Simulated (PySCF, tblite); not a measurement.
**C₈H₁₁ radical: geometry, infrared bands and EPR parameters**

Wanted: the infrared bands and EPR parameters of C₈H₁₁ radical (`C1C[C@@H]2[C]1[C@@H]2C1CC1`), by calculation.

The runs use tblite 0.8.0 and PySCF 2.14.0, with density-fitted response routines of our own; the level of theory stands in each step. All values are computed, except where a source is named. Atoms are numbered from 0 throughout.

## Step 1: The starting structure

19 atoms, charge 0, multiplicity 2; geometry from: force field or distance geometry start.

Bonds of the start (Å): C0–C1 1.51, C1–C2 1.49, C2–C3 1.54, C3–C4 1.51, C4–C5 1.50, C5–C6 1.51, C6–C7 1.49, C3–C0 1.51, C7–C5 1.50, C4–C2 1.50, C0–H8 1.09, C0–H9 1.11, C1–H10 1.11, C1–H11 1.13, C2–H12 1.09, C4–H13 1.11, C5–H14 1.11, C6–H15 1.12, C6–H16 1.12, C7–H17 1.12, C7–H18 1.11.

## Step 2: Optimising the geometry with GFN2-xTB

Job settings and geometry (Å):

```
{"job": {"kind": "relax", "xc": "GFN2-xTB", "basis": "xTB"}, "charge": 0, "multiplicity": 2}
C      1.766600     0.827100    -0.653300
C      1.891100     0.122400     0.676600
C      1.338100    -1.083500     0.007400
C      0.904000    -0.270000    -1.227200
C     -0.106300    -1.010500    -0.381300
C     -1.048200    -0.263200     0.518600
C     -2.474200    -0.253500     0.017600
C     -1.687500     1.017100     0.054000
H      1.322300     1.821100    -0.616800
H      2.762500     0.797400    -1.142800
H      1.249600     0.567100     1.459700
H      2.977200     0.060900     0.979900
H      1.917600    -1.996700    -0.129600
H     -0.504200    -1.957900    -0.806000
H     -0.977900    -0.455700     1.613400
H     -3.315100    -0.438500     0.738800
H     -2.651200    -0.687700    -0.998500
H     -1.370500     1.448800    -0.925600
H     -2.003500     1.764400     0.807700
```

Run with:

```
OMP_NUM_THREADS=1 python probes_run.py task.json out
```

The driver reads the jobs from task.json and runs them one after another.

Log:

```text
step      E/eV     max force
  0    -613.44184    2.711
  1    -613.71460    1.156
  2    -613.86293    1.051
  3    -613.94932    0.766
  4    -613.99558    0.527
  5    -614.03860    0.488
  6    -614.06279    0.483
  7    -614.08491    0.396
  8    -614.10351    0.371
  9    -614.12072    0.332
 10    -614.13361    0.294
 11    -614.14327    0.246
 12    -614.15155    0.222
 13    -614.16015    0.210
 14    -614.16886    0.234
 15    -614.17731    0.236
 16    -614.18533    0.201
 17    -614.19221    0.210
 18    -614.19746    0.150
 19    -614.20137    0.163
 20    -614.20455    0.171
 21    -614.20757    0.143
 22    -614.21024    0.121
 23    -614.21217    0.096
 24    -614.21365    0.126
 25    -614.21511    0.134
 26    -614.21657    0.086
 27    -614.21786    0.076
 28    -614.21891    0.080
 29    -614.21990    0.118
 30    -614.22107    0.119
 31    -614.22232    0.085
 32    -614.22339    0.076
 33    -614.22430    0.086
 34    -614.22527    0.088
 35    -614.22635    0.086
 36    -614.22740    0.093
 37    -614.22827    0.074
 38    -614.22911    0.073
 39    -614.23009    0.081
 40    -614.23120    0.085
 41    -614.23220    0.070
 42    -614.23298    0.055
 43    -614.23358    0.053
 44    -614.23404    0.040
 45    -614.23433    0.037
 46    -614.23453    0.030
 47    -614.23471    0.037
 48    -614.23493    0.042
 49    -614.23516    0.040
 50    -614.23535    0.029
 51    -614.23549    0.027
 52    -614.23561    0.027
 53    -614.23574    0.036
 54    -614.23587    0.043
 55    -614.23604    0.036
 56    -614.23626    0.035
 57    -614.23657    0.053
 58    -614.23697    0.060
 59    -614.23744    0.055
 60    -614.23795    0.050
 61    -614.23851    0.064
 62    -614.23918    0.082
 63    -614.24003    0.086
 64    -614.24106    0.085
 65    -614.24217    0.083
 66    -614.24319    0.086
 67    -614.24394    0.056
 68    -614.24444    0.053
 69    -614.24483    0.038
 70    -614.24519    0.049
 71    -614.24548    0.053
 72    -614.24567    0.063
 73    -614.24598    0.043
 74    -614.24625    0.028
 75    -614.24646    0.045
 76    -614.24673    0.052
 77    -614.24714    0.051
 78    -614.24763    0.045
 79    -614.24801    0.038
 80    -614.24827    0.045
 81    -614.24802    0.122
 82    -614.24887    0.059
 83    -614.24929    0.042
 84    -614.25006    0.075
 85    -614.25079    0.067
 86    -614.25137    0.113
 87    -614.25258    0.062
 88    -614.25360    0.122
 89    -614.25510    0.073
 90    -614.25661    0.093
 91    -614.25781    0.121
 92    -614.24888    0.408
 93    -614.26048    0.077
 94    -614.26199    0.079
 95    -614.26226    0.415
 96    -614.26685    0.070
 97    -614.26817    0.063
 98    -614.26859    0.251
 99    -614.27045    0.093
100    -614.27128    0.086
101    -614.27449    0.161
102    -614.27636    0.085
103    -614.27791    0.076
104    -614.27685    0.250
105    -614.28041    0.067
106    -614.28123    0.060
107    -614.28154    0.132
108    -614.28285    0.060
109    -614.28332    0.061
110    -614.28452    0.070
111    -614.28489    0.056
112    -614.28526    0.051
113    -614.28608    0.063
114    -614.28647    0.058
115    -614.28690    0.058
116    -614.28735    0.044
117    -614.28761    0.049
118    -614.28785    0.042
119    -614.28809    0.045
120    -614.28842    0.041
121    -614.28881    0.039
122    -614.28925    0.045
123    -614.28950    0.039
124    -614.28971    0.033
125    -614.28987    0.026
126    -614.28997    0.024
127    -614.29008    0.024
128    -614.29017    0.021
129    -614.29022    0.018
130    -614.29025    0.010
```

It took 0.46 s on 1 thread of AMD EPYC 9R45, shared host.

Along the way: (not every step is listed)

```tsv
step	energy from step 0 (eV)	largest force (eV/Å)
0	0.0000	2.7108
1	-0.2728	1.1555
2	-0.4211	1.0511
3	-0.5075	0.7656
4	-0.5537	0.5275
5	-0.5968	0.4876
6	-0.6209	0.4828
7	-0.6431	0.3964
8	-0.6617	0.3705
19	-0.7595	0.1634
30	-0.7792	0.1193
41	-0.7904	0.0701
52	-0.7938	0.0265
63	-0.7982	0.0862
74	-0.8044	0.0279
85	-0.8090	0.0672
96	-0.8250	0.0702
107	-0.8397	0.1323
118	-0.8460	0.0422
125	-0.8480	0.0262
126	-0.8481	0.0243
127	-0.8482	0.0238
128	-0.8483	0.0215
129	-0.8484	0.0181
130	-0.8484	0.0097
```

Distances of close pairs at the start and the end, largest changes first:

```tsv
bond	before (Å)	after (Å)	change (Å)
C2–C3	1.541	1.493	-0.048
C2–C4	1.498	1.544	+0.046
C6–H15	1.123	1.080	-0.043
C1–H11	1.129	1.088	-0.041
C6–H16	1.119	1.079	-0.040
C0–C1	1.510	1.548	+0.038
C7–H17	1.116	1.080	-0.037
C3–C4	1.511	1.475	-0.037
```

The end geometry stands in the next job.

## Step 3: Infrared spectrum with GFN2-xTB

Job settings and geometry (Å):

```
{"job": {"kind": "ir", "xc": "GFN2-xTB", "basis": "xTB"}, "charge": 0, "multiplicity": 2}
C      2.051300     0.875090    -0.160149
C      1.938144    -0.321067     0.815638
C      1.238724    -1.141284    -0.257521
C      1.330974     0.025688    -1.183691
C     -0.018515    -0.421996    -0.791333
C     -0.976019     0.333798     0.062586
C     -2.208654    -0.366063     0.568323
C     -2.328131     0.686709    -0.487909
H      1.559973     1.805575     0.123986
H      3.082345     1.087621    -0.432937
H      1.331741    -0.127062     1.700621
H      2.899136    -0.732736     1.116588
H      1.362093    -2.201758    -0.394081
H     -0.514408    -1.028479    -1.543177
H     -0.524766     1.058378     0.727360
H     -2.556433    -0.140854     1.565356
H     -2.357000    -1.395107     0.278091
H     -2.561862     0.372882    -1.494113
H     -2.758448     1.639915    -0.221100
```

Log:

```text
mode    cm-1     km/mol
  1      36.6      0.18
  2     172.4      0.30
  3     178.2      0.01
  4     291.5      0.79
  5     316.1      0.25
  6     468.0      1.84
  7     497.1      3.77
  8     694.5     12.40
  9     780.9      2.59
 10     797.6      1.47
 11     803.0      7.80
 12     839.5      0.39
 13     863.3      2.63
 14     879.6      7.47
 15     954.4      2.55
 16     960.7      4.66
 17     976.9      6.31
 18     989.8      2.47
 19    1014.1     10.89
 20    1033.9      4.26
 21    1064.7      0.83
 22    1069.0      2.83
 23    1072.9      0.63
 24    1079.8      4.63
 25    1099.8      0.18
 26    1123.7      1.94
 27    1142.6      5.27
 28    1155.3      0.05
 29    1157.7      6.36
 30    1196.9      4.32
 31    1216.3      3.48
 32    1239.2      2.62
 33    1252.8      1.18
 34    1275.1      3.89
 35    1352.2      3.30
 36    1441.0      0.06
 37    1448.3      6.45
 38    1454.8      1.53
 39    1476.4      0.29
 40    1489.4      1.15
 41    2966.6     18.03
 42    2979.2     52.67
 43    3009.4     31.38
 44    3020.0     15.47
 45    3022.0     64.16
 46    3060.0     20.30
 47    3084.9     18.79
 48    3089.1     32.13
 49    3090.2      8.74
 50    3095.3     47.89
 51    3108.9     82.53
```

Wall time 0.35 s (1 thread of AMD EPYC 9R45, shared host).

The strongest bands and the atoms that carry them (share of the mass-weighted mode):

```tsv
cm⁻¹	km/mol	atoms
2979	52.7	H8 64 %, H10 27 %
3009	31.4	H11 74 %, H9 15 %
3022	64.2	H9 48 %, H13 31 %, H11 13 %
3060	20.3	H14 88 %
3085	18.8	H15 75 %, H17 12 %
3089	32.1	H18 53 %, H17 40 %
3095	47.9	H12 91 %
3109	82.5	H16 27 %, H18 24 %, H17 21 %, H15 15 %
```

## Step 4: EPR parameters: B3LYP/pcH-1

Settings changed since step 3:

```diff
@@ -1,2 +1,2 @@
-{"job": {"kind": "ir", "xc": "GFN2-xTB", "basis": "xTB"}, "charge": 0, "multiplicity": 2}
+{"job": {"kind": "epr", "basis": "pcH-1"}, "charge": 0, "multiplicity": 2}
 C      2.051300     0.875090    -0.160149
```

Level: UKS B3LYP, pcH-1 on C H, non-relativistic, mean-field spin-orbit, GIAO.

Log:

```text
UKS, coarse grid
  cycle   1  E = -311.26337998  |g| = 3.12e-01
  cycle   2  E = -311.25183982  |g| = 3.62e-01
  cycle   3  E = -311.32037362  |g| = 3.54e-02
  cycle   4  E = -311.32092407  |g| = 1.52e-02
  cycle   5  E = -311.32103160  |g| = 8.45e-03
  cycle   6  E = -311.32107018  |g| = 1.81e-03
  cycle   7  E = -311.32107426  |g| = 1.05e-03
  cycle   8  E = -311.32107501  |g| = 3.71e-04
UKS, final grid
  cycle   1  E = -311.32095131  |g| = 4.62e-04
  cycle   2  E = -311.32095120  |g| = 6.70e-04
  cycle   3  E = -311.32095142  |g| = 4.64e-05
  cycle   4  E = -311.32095142  |g| = 3.41e-05
  cycle   5  E = -311.32095142  |g| = 8.00e-06
E = -311.32095142 Eh   <S^2> = 0.7525 (exact 0.7500)
g shifts (ppm)      1          2          3
  rmc          -159       -159       -159
  gc             16          7         14
  oz_so         -57        836       1335
  total        -200        685       1191
hyperfine (MHz)  atom isotope    a_iso     a_fc   dipolar eigenvalues
    0   13C       4.59       4.59     -7.31     -5.12     12.42
    1   13C      34.02      34.02     -4.59     -3.11      7.70
    2   13C      -8.74      -8.74    -12.02     -9.15     21.17
    3   13C     374.26     374.26    -64.90    -62.69    127.60
    4   13C      -1.10      -1.10     -7.80     -4.27     12.07
    5   13C      -1.73      -1.73     -1.22     -0.76      1.98
    6   13C       3.96       3.96     -1.28     -1.17      2.46
    7   13C       3.60       3.60     -0.66     -0.62      1.28
    8    1H       4.68       4.68     -5.55     -2.59      8.15
    9    1H      35.88      35.88     -6.03     -5.51     11.54
   10    1H      39.22      39.22     -3.15     -1.26      4.41
   11    1H      -2.24      -2.24     -3.27     -1.97      5.23
   12    1H      33.63      33.63     -6.56     -4.30     10.86
   13    1H      39.41      39.41     -6.08     -4.66     10.74
   14    1H      -0.58      -0.58     -2.30     -2.10      4.41
   15    1H       0.59       0.59     -1.13     -0.52      1.64
   16    1H      -0.82      -0.82     -1.34     -0.73      2.08
   17    1H      -0.12      -0.12     -1.32     -1.00      2.32
   18    1H       0.88       0.88     -0.83     -0.72      1.55
```

Wall time 41 s (1 thread of AMD EPYC 9R45, shared host); peak memory 1.1 GiB.

Principal g values 2.00212, 2.00300, 2.00351; g(iso) = 2.00288, against 2.00232 for a free electron.

Hyperfine couplings, nucleus by nucleus at this fixed geometry (no averaging over rotations):

```tsv
nuclei	isotope	a(iso) (MHz)	a(iso) (G, at g = 2.0023)	largest dipolar term (MHz)
C3	13C	374.3	133.5	127.6
H13	1H	39.4	14.1	10.7
H10	1H	39.2	14.0	4.4
H9	1H	35.9	12.8	11.5
C1	13C	34.0	12.1	7.7
H12	1H	33.6	12.0	10.9
C2	13C	-8.7	-3.1	21.2
H8	1H	4.7	1.7	8.1
C0	13C	4.6	1.6	12.4
C6	13C	4.0	1.4	2.5
C7	13C	3.6	1.3	1.3
H11	1H	-2.2	-0.8	5.2
C5	13C	-1.7	-0.6	2.0
C4	13C	-1.1	-0.4	12.1
```

Mulliken spin populations:

C0 -0.01; C1 0.03; C2 0.06; C3 0.83; C4 0.01; C5 0.00; C6 0.01; C7 0.00; H8 0.00; H9 0.01; H10 0.02; H11 0.00; H12 0.01; H13 0.01; H14 0.00; H15 0.00; H16 0.00; H17 0.00; H18 0.00

In first order the couplings over 0.8 MHz of 1H give 252 distinct lines over 55.9 G.

The fields below are evaluated on a grid from the run's orbitals.

ELF in a plane through or near 7 of the atoms.

Ten even steps from '0' (0.00) to '9' (1.00):
```
0000000000000000000000000000
0000000000000000000000000000
0000000000000000000000000000
0000000002320000000000000000
0000000049995000000277400000
0000122169997000001899940000
0002698679994023213999961000
0002799833871046555899830000
0000378721530046687257410000
0000001366210374146466310000
0000000133323588544675200000
0000011147218864112442100000
0000000035327752006873000000
0000000048886420017995000000
0000000189997100005984000000
0000000189997000001320000000
0000000037872000000000000000
0000000000000000000000000000
0000000000000000000000000000
0000000000000000000000000000
```
The map spans 11.2 Å across and 9.5 Å up, centred on the molecule. Atoms in the plane (x, y in Å): C0 (-2.0, 0.9), C2 (-1.3, -1.1), C5 (1.0, 0.3), C7 (2.4, 0.6), H8 (-1.5, 1.9), H12 (-1.4, -2.2), H18 (2.8, 1.5).

log10 of the density (e/Å³) in the same plane.

Ten even steps from '0' (-4.0) to '9' (1.2):
```
0000000000000000000000000000
0000000000000000000000000000
0000000111111000000000000000
0000011223332110001111100000
0001123445554322223344321000
0002344566765433344555432100
0013456678875455556677543100
0023457788775566667787643200
0013456789765567777887643200
0012345677766678887887543200
0012345677777778777776543100
0012345567887776666665432100
0001234567997766556665432000
0001223467877655455654321000
0000013457776543334443210000
0000012345665432223332100000
0000001234443211011110000000
0000000112222100000000000000
0000000000000000000000000000
0000000000000000000000000000
```
The map spans 11.2 Å across and 9.5 Å up, centred on the molecule. Atoms in the plane (x, y in Å): C0 (-2.0, 0.9), C2 (-1.3, -1.1), C5 (1.0, 0.3), C7 (2.4, 0.6), H8 (-1.5, 1.9), H12 (-1.4, -2.2), H18 (2.8, 1.5).

On the surface of density 0.002 e/bohr³ the electrostatic potential runs, from the 1st to the 99th percentile, from -0.98 V near C3 to 0.73 V near H14.

The spin density lies nearest to C3 71 %; C2 8 %.

## Step 5: What came out

```
                                                                  quantity                 value
                                 strongest single infrared mode (GFN2-xTB)  3109 cm⁻¹, 83 km/mol
                                              zero-point energy (GFN2-xTB)        102.8 kcal/mol
                                                            g(iso) (B3LYP)               2.00288
                                                                      ⟨S²⟩    0.753 (exact 0.75)
                                                            largest a(iso)  13C on C3, 374.3 MHz
potential on the surface of density 0.002 e/bohr³, 1st and 99th percentile    -0.98 V and 0.73 V
```

**Reading.** The optimisation took 130 steps and gained 0.848 eV; among the close pairs (by a distance rule), C2–C3 changed most, from 1.541 to 1.493 Å. No mode is imaginary among the 51: a minimum at this level. The strongest single mode, at 3109 cm⁻¹, is spread over several atoms, H16, H18, H17, H15 among them. Unscaled tight-binding wavenumbers are off by several per cent, some by more. Its intensities can rank the bands wrongly. Most of the unpaired spin sits on C3 (0.83 e). The isotropic g lies 0.6 ppt above the free-electron value. These values are for one conformer; the search (at its own cheap level) found 2 more, at 0.00, 0.39 kcal/mol (those within 0.05 may be mirror or relabelled copies), and measured spectra average over such forms.
